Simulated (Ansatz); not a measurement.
**C4H4Se (selenophene): HF/STO-3G**

Aim: the electronic atomisation energy of C4H4Se (selenophene) at HF/STO-3G, from 4 runs. 

The calculation is run with Ansatz 0.2.0.

38 further runs of the same task are left out: 38 set aside as unsound or not needed.

## Step 1: The system as given

C4H4Se: 9 atoms, total charge 0, spin state singlet. SMILES: `c1cc[se]c1`. The coordinates come from a PBE0-D4/def2-TZVP relaxation.

Bond lengths: C1–C2 1.423 Å, C2–C3 1.357 Å, C3–Se4 1.851 Å, C1–C5 1.357 Å, Se4–C5 1.851 Å, C1–H6 1.083 Å, C2–H7 1.083 Å, C3–H8 1.079 Å, C5–H9 1.079 Å. Some angles: C1–C2–C3 114.8°, C2–C1–C5 114.8°, C2–C3–Se4 111.4°, C3–Se4–C5 87.5°, C1–C5–Se4 111.4°, C1–C2–H7 122.8°, C3–C2–H7 122.4°, C2–C1–H6 122.8°, C5–C1–H6 122.4°, C2–C3–H8 127.7°.

## Step 2: The energy at HF/STO-3G

molecule.yaml reads:

```yaml
crystal:
  periodic: [false, false, false]
  atoms:
    - {symbol: C, position_ang: [0.161870, 0.966320, 0.120230]}
    - {symbol: C, position_ang: [0.964250, -0.189170, -0.094240]}
    - {symbol: C, position_ang: [0.270910, -1.350970, -0.203380]}
    - {symbol: Se, position_ang: [-1.550740, -1.070180, -0.035800]}
    - {symbol: C, position_ang: [-1.173010, 0.728430, 0.182560]}
    - {symbol: H, position_ang: [0.580520, 1.959720, 0.225910]}
    - {symbol: H, position_ang: [2.044320, -0.148290, -0.165330]}
    - {symbol: H, position_ang: [0.666130, -2.341940, -0.366510]}
    - {symbol: H, position_ang: [-1.964260, 1.446100, 0.336540]}
basis:
  gaussian: {orbitals: STO-3G}
hamiltonian: {xc: hf}
accuracy: high
output: {orbitals: {seedname: orbitals}}
```

Launch:

```
$ ansatz run molecule.yaml --threads 1 --pin off --max-ram 3480MiB --events-out events.jsonl --progress --plain --runs-dir runs
```

The program printed:

```text
Warning: RAYON_NUM_THREADS=1 ignored (pool sized by the plan → 1); use --threads N
Functional definition: HF
  name "HF"
  exchange = exact_x
  correlation = 0
789 factors; integrals over basis functions are off by at most 3.3e-9 eV
mean field evaluation 1: about -68720.1150 eV, gradient 1.5e1 eV
mean field evaluation 2: about -68720.3171 eV, gradient 1.5e1 eV
mean field evaluation 4: about -68721.3094 eV, gradient 1.7e0 eV
mean field evaluation 8: about -68721.3224 eV, gradient 1.5e-2 eV
mean field -68721.32243673 eV, -2525.4620185646 hartree, gradient 4.7e-8 eV, S^2 0.000000; 0 other end points of the search recorded, 0 dependent functions left out
reference -68721.32243673 eV, -2525.4620185646 hartree; 31, 31 occupied and 11, 11 virtual orbitals, 789 factors
Total energy: -68721.32243673 eV, -2525.4620185646 hartree
```

It took 0.52 s on 1 thread of Arm Neoverse V2, shared host; peak memory 0.093 GiB.

## Step 3: The C atom, same level

in.yaml reads:

```yaml
crystal:
  periodic: [false, false, false]
  atoms:
    - {symbol: C, position_ang: [0.000000, 0.000000, 0.000000]}
basis:
  gaussian:
    orbitals: STO-3G
magnetization:
  spin_polarized: true
  initial_magnetization: 2
hamiltonian:
  xc: hf
accuracy: high
```

Run the same way, it converges to -37.19839 Eh (log not shown).

## Step 4: The H atom

molecule.yaml reads:

```yaml
basis:
  gaussian: {orbitals: STO-3G}
crystal:
  periodic: [false, false, false]
  atoms:
    - {symbol: H, position_ang: [0.000000, 0.000000, 0.000000]}
magnetization: {spin_polarized: true, initial_magnetization: 1}
hamiltonian: {xc: hf}
accuracy: high
```

Run the same way, it converges to -0.46658 Eh (log not shown).

## Step 5: The Se atom, same level

in.yaml: that of step 3 with these lines changed.

```diff
@@ -3,3 +3,4 @@
   atoms:
-    - {symbol: C, position_ang: [0.000000, 0.000000, 0.000000]}
+    - symbol: Se
+      position_ang: [0.000000, 0.000000, 0.000000]
 basis:
```

Launch:

```
$ ansatz run in.yaml --threads 1 --pin off --max-ram 3480MiB --events-out events.jsonl --progress --plain --runs-dir runs
```

The program printed:

```text
Warning: RAYON_NUM_THREADS=1 ignored (pool sized by the plan → 1); use --threads N
Functional definition: HF
  name "HF"
  exchange = exact_x
  correlation = 0
138 factors; integrals over basis functions are off by at most 4.8e-9 eV
mean field evaluation 1: about -64586.9540 eV, gradient 5.8e-1 eV
mean field evaluation 2: about -64586.9688 eV, gradient 5.8e-1 eV
mean field evaluation 4: about -64586.9693 eV, gradient 2.0e-6 eV
mean field evaluation 8: about -64586.9693 eV, gradient 6.4e-2 eV
mean field evaluation 16: about -64586.9693 eV, gradient 5.6e-5 eV
mean field -64586.96930127 eV, -2373.5273432013 hartree, gradient 5.8e-9 eV, S^2 2.000000; 0 other end points of the search recorded, 0 dependent functions left out
reference -64586.96930127 eV, -2373.5273432013 hartree; 18, 16 occupied and 0, 2 virtual orbitals, 138 factors
Total energy: -64586.96930127 eV, -2373.5273432013 hartree
```

Wall time 0.06 s (1 thread of Arm Neoverse V2, shared host).

## Step 6: Results

Level: HF/STO-3G.

```
                     quantity           value
       molecule: total energy  -2525.46202 Eh
        molecule: HOMO energy        -7.22 eV
        molecule: LUMO energy         6.80 eV
      molecule: HOMO–LUMO gap        14.02 eV
         C atom: total energy    -37.19839 Eh
                 C atom: ⟨S²⟩           2.000
         H atom: total energy     -0.46658 Eh
                 H atom: ⟨S²⟩           0.750
        Se atom: total energy  -2373.52734 Eh
                Se atom: ⟨S²⟩           2.000
electronic atomisation energy       34.688 eV
```

Taking the molecule apart into free atoms costs 34.69 eV (800 kcal/mol), before zero-point energy and without spin-orbit coupling. Hartree–Fock lacks the correlation of the bonding pairs, which as a rule makes this value much too low; in minimal bases other errors can mask that. In a minimal basis such a difference can be off by several eV, whatever the method.
